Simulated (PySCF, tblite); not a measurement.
**C7H8N radical: geometry, infrared bands and EPR parameters**

Aim: predict the infrared bands and EPR parameters of C7H8N radical (`C#C[C@@H]1C[CH]N=CC1`).

Computed with tblite 0.8.0 and PySCF 2.14.0, with density-fitted response routines of our own, on a single molecule in the gas phase. Atoms are numbered from 0 throughout.

## Step 1: The starting structure

16 atoms, charge 0, multiplicity 2; geometry from: force field or distance geometry start.

Bonds of the start (Å): C0–C1 1.23, C1–C2 1.43, C2–C3 1.51, C3–C4 1.51, C4–N5 1.43, N5–C6 1.28, C6–C7 1.50, C7–C2 1.52, C0–H8 1.07, C2–H9 1.12, C3–H10 1.12, C3–H11 1.12, C4–H12 1.12, C6–H13 1.09, C7–H14 1.10, C7–H15 1.11.

## Step 2: Optimising the geometry with GFN2-xTB

The job: settings as JSON, then the geometry in Å.

```
{"job": {"kind": "relax", "xc": "GFN2-xTB", "basis": "xTB"}, "charge": 0, "multiplicity": 2}
C      2.959300     0.434600    -0.754100
C      1.744100     0.291400    -0.664000
C      0.327600     0.113500    -0.534200
C     -0.341500     1.188200     0.286300
C     -1.348500     0.658200     1.282500
N     -2.109300    -0.406500     0.700600
C     -1.468800    -1.336100     0.096700
C      0.028500    -1.273700     0.023500
H      4.015500     0.575900    -0.824400
H     -0.162300     0.121600    -1.546000
H      0.416500     1.813900     0.824700
H     -0.843800     1.884200    -0.426300
H     -2.074300     1.458900     1.559600
H     -2.024300    -2.158300    -0.343100
H      0.416900    -1.974700    -0.730200
H      0.457000    -1.382300     1.036900
```

Run with:

```bash
OMP_NUM_THREADS=1 python probes_run.py task.json out
```

The driver reads the jobs from task.json and runs them one after another.

What it wrote:

```text
step      E/eV     max force
  0    -593.74077    4.185
  1    -593.89395    8.792
  2    -594.24098    2.766
  3    -594.38514    1.534
  4    -594.47852    0.841
  5    -594.54962    0.698
  6    -594.57605    0.653
  7    -594.61562    0.512
  8    -594.64354    0.509
  9    -594.66075    0.346
 10    -594.66887    0.181
 11    -594.67461    0.167
 12    -594.67983    0.230
 13    -594.68484    0.208
 14    -594.68841    0.172
 15    -594.69116    0.124
 16    -594.69373    0.129
 17    -594.69618    0.129
 18    -594.69846    0.127
 19    -594.70075    0.124
 20    -594.70328    0.136
 21    -594.70600    0.179
 22    -594.70850    0.166
 23    -594.71058    0.118
 24    -594.71235    0.095
 25    -594.71382    0.121
 26    -594.71505    0.132
 27    -594.71624    0.101
 28    -594.71767    0.112
 29    -594.71950    0.141
 30    -594.72146    0.116
 31    -594.72310    0.103
 32    -594.72433    0.104
 33    -594.72550    0.106
 34    -594.72669    0.098
 35    -594.72762    0.078
 36    -594.72823    0.061
 37    -594.72868    0.060
 38    -594.72907    0.057
 39    -594.72946    0.046
 40    -594.72991    0.056
 41    -594.73048    0.056
 42    -594.73113    0.081
 43    -594.73187    0.084
 44    -594.73268    0.066
 45    -594.73357    0.084
 46    -594.73452    0.078
 47    -594.73532    0.070
 48    -594.73585    0.046
 49    -594.73620    0.047
 50    -594.73648    0.047
 51    -594.73674    0.040
 52    -594.73695    0.033
 53    -594.73711    0.027
 54    -594.73723    0.028
 55    -594.73734    0.031
 56    -594.73744    0.028
 57    -594.73757    0.033
 58    -594.73779    0.044
 59    -594.73814    0.052
 60    -594.73855    0.051
 61    -594.73887    0.045
 62    -594.73906    0.039
 63    -594.73921    0.036
 64    -594.73941    0.035
 65    -594.73963    0.040
 66    -594.73981    0.033
 67    -594.73993    0.022
 68    -594.74001    0.020
 69    -594.74008    0.016
 70    -594.74013    0.015
 71    -594.74016    0.015
 72    -594.74019    0.012
 73    -594.74022    0.009
```

It took 0.36 s on 1 thread of Arm Neoverse V2, shared host; peak memory 0.18 GiB.

The steps of the relaxation: (not every step is listed)

| step | energy from step 0 (eV) | largest force (eV/Å) |
| --- | --- | --- |
| 0 | 0.0000 | 4.1849 |
| 1 | -0.1532 | 8.7919 |
| 2 | -0.5002 | 2.7664 |
| 3 | -0.6444 | 1.5342 |
| 4 | -0.7378 | 0.8410 |
| 5 | -0.8089 | 0.6978 |
| 6 | -0.8353 | 0.6531 |
| 7 | -0.8749 | 0.5123 |
| 8 | -0.9028 | 0.5088 |
| 14 | -0.9476 | 0.1722 |
| 20 | -0.9625 | 0.1361 |
| 26 | -0.9743 | 0.1316 |
| 32 | -0.9836 | 0.1035 |
| 38 | -0.9883 | 0.0566 |
| 44 | -0.9919 | 0.0662 |
| 50 | -0.9957 | 0.0468 |
| 56 | -0.9967 | 0.0282 |
| 62 | -0.9983 | 0.0393 |
| 68 | -0.9992 | 0.0202 |
| 69 | -0.9993 | 0.0156 |
| 70 | -0.9994 | 0.0153 |
| 71 | -0.9994 | 0.0153 |
| 72 | -0.9994 | 0.0122 |
| 73 | -0.9995 | 0.0094 |

Close pairs (by a distance rule), those that changed most:

| bond | before (Å) | after (Å) | change (Å) |
| --- | --- | --- | --- |
| C4–N5 | 1.432 | 1.301 | -0.131 |
| C4–H12 | 1.116 | 1.080 | -0.036 |
| C0–C1 | 1.227 | 1.197 | -0.030 |
| C2–C3 | 1.509 | 1.537 | +0.028 |
| C2–H9 | 1.124 | 1.098 | -0.027 |
| N5–C6 | 1.280 | 1.306 | +0.026 |
| C3–H10 | 1.121 | 1.098 | -0.023 |
| C2–C7 | 1.525 | 1.548 | +0.023 |

The next job starts from the end point, and lists it.

## Step 3: Vibrational analysis with GFN2-xTB

The job: settings as JSON, then the geometry in Å.

```
{"job": {"kind": "ir", "xc": "GFN2-xTB", "basis": "xTB"}, "charge": 0, "multiplicity": 2}
C      2.914754     0.494058    -0.856954
C      1.734254     0.327431    -0.752842
C      0.310533     0.116961    -0.582132
C     -0.299749     1.202758     0.318072
C     -1.625174     0.771682     0.869031
N     -2.151280    -0.400490     0.663128
C     -1.451002    -1.387015     0.171060
C      0.030492    -1.274403     0.035184
H      3.947030     0.643621    -0.967537
H     -0.169468     0.155654    -1.568408
H      0.371079     1.399335     1.164420
H     -0.399019     2.142804    -0.232054
H     -2.193677     1.475507     1.458226
H     -1.982438    -2.266806    -0.152570
H      0.435870    -2.067999    -0.592106
H      0.520198    -1.324155     1.014071
```

What it wrote:

```text
mode    cm-1     km/mol
  1      98.5      1.92
  2     134.1      0.25
  3     180.3      1.82
  4     244.4      0.91
  5     383.9      3.02
  6     429.8      0.78
  7     462.0      0.06
  8     469.5      5.51
  9     530.4      2.32
 10     642.8      6.21
 11     659.5     25.09
 12     661.6     13.00
 13     669.6      6.32
 14     739.0      7.25
 15     864.9      1.58
 16     917.5      4.44
 17     980.9     13.52
 18     984.0      3.20
 19    1019.7      2.44
 20    1065.1     14.23
 21    1092.9      4.22
 22    1104.4      4.68
 23    1179.3      3.09
 24    1186.3      1.52
 25    1244.8      6.70
 26    1247.1      3.67
 27    1260.3      3.65
 28    1281.9      2.49
 29    1318.7     10.43
 30    1438.1    125.39
 31    1441.6     10.36
 32    1459.9      0.87
 33    1491.4     11.48
 34    2289.4     13.57
 35    2897.1      2.47
 36    2908.4     35.47
 37    2926.9     47.44
 38    2955.7     36.17
 39    3004.1     32.52
 40    3072.8     35.08
 41    3093.7     34.02
 42    3397.0      3.42
```

Wall time 0.39 s (1 thread of Arm Neoverse V2, shared host); peak memory 0.18 GiB.

The strongest bands and the atoms that carry them (share of the mass-weighted mode):

| cm⁻¹ | km/mol | atoms |
| --- | --- | --- |
| 660 | 25.1 | H8 76 %, C0 10 % |
| 1438 | 125.4 | C6 27 %, C4 21 %, N5 12 %, H11 11 % |
| 2908 | 35.5 | H9 65 %, H10 19 % |
| 2927 | 47.4 | H15 84 % |
| 2956 | 36.2 | H11 87 % |
| 3004 | 32.5 | H14 92 % |
| 3073 | 35.1 | H12 93 % |
| 3094 | 34.0 | H13 92 % |

## Step 4: EPR parameters: B3LYP/pcH-1

The job, as its differences from that of step 3:

```diff
@@ -1,2 +1,2 @@
-{"job": {"kind": "ir", "xc": "GFN2-xTB", "basis": "xTB"}, "charge": 0, "multiplicity": 2}
+{"job": {"kind": "epr", "basis": "pcH-1"}, "charge": 0, "multiplicity": 2}
 C      2.914754     0.494058    -0.856954
```

With the program's defaults for keys left out, this is: UKS B3LYP, pcH-1 on C H N, non-relativistic, mean-field spin-orbit, GIAO.

What it wrote:

```text
UKS, coarse grid
  cycle   1  E = -326.14801888  |g| = 3.36e-01
  cycle   2  E = -326.13789473  |g| = 3.83e-01
  cycle   3  E = -326.20345574  |g| = 9.48e-02
  cycle   4  E = -326.20664794  |g| = 3.64e-02
  cycle   5  E = -326.20724727  |g| = 1.47e-02
  cycle   6  E = -326.20734481  |g| = 8.52e-03
  cycle   7  E = -326.20739159  |g| = 2.77e-03
  cycle   8  E = -326.20740064  |g| = 1.34e-03
  cycle   9  E = -326.20740272  |g| = 3.65e-04
UKS, final grid
  cycle   1  E = -326.20745359  |g| = 5.51e-04
  cycle   2  E = -326.20745327  |g| = 9.64e-04
  cycle   3  E = -326.20745375  |g| = 6.08e-05
  cycle   4  E = -326.20745375  |g| = 2.16e-05
E = -326.20745375 Eh   <S^2> = 0.7692 (exact 0.7500)
g shifts (ppm)      1          2          3
  rmc          -143       -143       -143
  gc             30         -3         10
  oz_so           8        156        171
  total        -104         11         38
hyperfine (MHz)  atom isotope    a_iso     a_fc   dipolar eigenvalues
    0   13C       1.26       1.26     -0.64     -0.16      0.80
    1   13C       5.40       5.40     -0.87     -0.46      1.33
    2   13C      23.31      23.31     -2.82     -1.50      4.32
    3   13C     -18.80     -18.80     -1.61     -0.54      2.16
    4   13C      56.98      56.98    -49.55    -47.40     96.95
    5   14N      -3.07      -3.07    -14.68      4.89      9.79
    6   13C      66.43      66.43    -51.94    -49.73    101.67
    7   13C     -17.09     -17.09     -1.03     -0.54      1.57
    8    1H      -0.36      -0.36     -0.62     -0.38      1.00
    9    1H      -0.74      -0.74     -2.37     -2.16      4.52
   10    1H      78.16      78.16     -3.87     -1.49      5.36
   11    1H      37.84      37.84     -3.47     -2.55      6.02
   12    1H     -37.52     -37.52    -23.08     -1.64     24.71
   13    1H     -43.51     -43.51    -24.49     -1.23     25.72
   14    1H       6.63       6.63     -3.36     -2.47      5.82
   15    1H      56.21      56.21     -4.02     -2.04      6.06
```

Wall time 75 s (1 thread of Arm Neoverse V2, shared host); peak memory 0.97 GiB.

Principal g values 2.00221, 2.00233, 2.00236; g(iso) = 2.00230, against 2.00232 for a free electron.

Hyperfine couplings, nucleus by nucleus at this fixed geometry (no averaging over rotations):

| nuclei | isotope | a(iso) (MHz) | a(iso) (G, at g = 2.0023) | largest dipolar term (MHz) |
| --- | --- | --- | --- | --- |
| H10 | 1H | 78.2 | 27.9 | 5.4 |
| C6 | 13C | 66.4 | 23.7 | 101.7 |
| C4 | 13C | 57.0 | 20.3 | 97.0 |
| H15 | 1H | 56.2 | 20.1 | 6.1 |
| H13 | 1H | -43.5 | -15.5 | 25.7 |
| H11 | 1H | 37.8 | 13.5 | 6.0 |
| H12 | 1H | -37.5 | -13.4 | 24.7 |
| C2 | 13C | 23.3 | 8.3 | 4.3 |
| C3 | 13C | -18.8 | -6.7 | 2.2 |
| C7 | 13C | -17.1 | -6.1 | 1.6 |
| H14 | 1H | 6.6 | 2.4 | 5.8 |
| C1 | 13C | 5.4 | 1.9 | 1.3 |
| N5 | 14N | -3.1 | -1.1 | -14.7 |
| C0 | 13C | 1.3 | 0.4 | 0.8 |

Mulliken spin populations:

C0 0.01; C1 0.00; C2 0.02; C3 -0.04; C4 0.59; N5 -0.15; C6 0.62; C7 -0.04; H8 0.00; H9 0.00; H10 0.03; H11 0.01; H12 -0.03; H13 -0.03; H14 0.00; H15 0.03

In first order the couplings over 0.8 MHz of 1H, 14N give 192 distinct lines over 94.9 G.

The fields below are evaluated on a grid from the run's orbitals.

ELF in a plane through or near 9 of the atoms.

Ten even steps from ' ' (0.00) to '@' (1.00):
```
                                                        
                                                        
                                                        
                                    --::                
                        ..--::    ##@@@@**              
                        ::++++::::%%@@@@%%              
            ..--==::    ==**--**++%%@@%%::              
        ..::--++**++::  --==@@%%----++::                
      ::%%%%##**####++--==##==##==::**----::            
      ##@@@@@@..--==::%%++**==..--##--@@@@##::          
      ##@@@@@@----==::%%++**++..--##--%%@@##::          
      ..##%%##**####**--++%%==##==--##====--            
        ..::--++****--  --++::%%--**++..                
            ..--==::    ##@@******##@@##..              
                      --@@@@@@::::@@@@@@**              
                      ++@@@@@@..  ##@@@@++              
                      ..##%%==    ..==::                
                          ..                            
                                                        
                                                        
```
The map spans 13.4 Å across and 9.6 Å up, centred on the molecule. Atoms in the plane (x, y in Å): C0 (-3.1, 0.0), C1 (-1.9, 0.0), C3 (0.2, 1.3), C4 (1.7, 1.1), N5 (2.3, 0.0), C6 (1.6, -1.2), C7 (0.2, -1.2), H8 (-4.1, 0.0), H14 (-0.2, -2.2).

log10 of the density (e/Å³) in the same plane.

Ten even steps from ' ' (-4.0) to '@' (1.4):
```
                                                        
                                                        
                        ..::::..........                
                    ..::--------::------::              
              ......::--==++++====++++==--::            
          ..::::::::--==++****++++****++==::..          
      ..::----==========**############**==::..          
      ::--====++++++++++**##@@##%%@@##**==--::          
    ..--==++**************########%%##**++==::          
    ::--++####%%%%##########******##%%##**==--..        
    ::--++####%%%%%%%%######******##@@%%**==--..        
    ..::==++**************########%%##**++==::..        
      ::--====++++++++++**##@@##%%@@##**==--::          
      ..::----==========**############**==::..          
          ..::::------==**##**++++****++==::..          
              ....::::==++**++====++++==--..            
                    ..::--==------------::              
                      ..::::::::....::....              
                                                        
                                                        
```
The map spans 13.4 Å across and 9.6 Å up, centred on the molecule. Atoms in the plane (x, y in Å): C0 (-3.1, 0.0), C1 (-1.9, 0.0), C3 (0.2, 1.3), C4 (1.7, 1.1), N5 (2.3, 0.0), C6 (1.6, -1.2), C7 (0.2, -1.2), H8 (-4.1, 0.0), H14 (-0.2, -2.2).

On the surface of density 0.002 e/bohr³ the electrostatic potential runs, from the 1st to the 99th percentile, from -1.61 V near N5 to 1.37 V near H8.

The spin density lies nearest to C4, C6 about 33 % each; N5 10 % (beta excess).

## Step 5: Outcome

```
                                 quantity                  value
strongest single infrared mode (GFN2-xTB)  1438 cm⁻¹, 125 km/mol
             zero-point energy (GFN2-xTB)          79.2 kcal/mol
                           g(iso) (B3LYP)                2.00230
                                     ⟨S²⟩     0.769 (exact 0.75)
                           largest a(iso)    1H on H10, 78.2 MHz
    surface potential, 1st and 99th percentile     -1.61 V and 1.37 V
```

What this shows: Relaxing lowered the energy by 0.999 eV in 73 steps; the close pair that moved most is C4–N5, from 1.432 to 1.301 Å. No mode is imaginary among the 42: a minimum at this level. Unscaled tight-binding wavenumbers are off by several per cent, some by more. Its intensities can rank the bands wrongly. The largest spin populations lie on C6 (0.62 e), C4 (0.59 e). The isotropic g lies 0.0 ppt below the free-electron value.
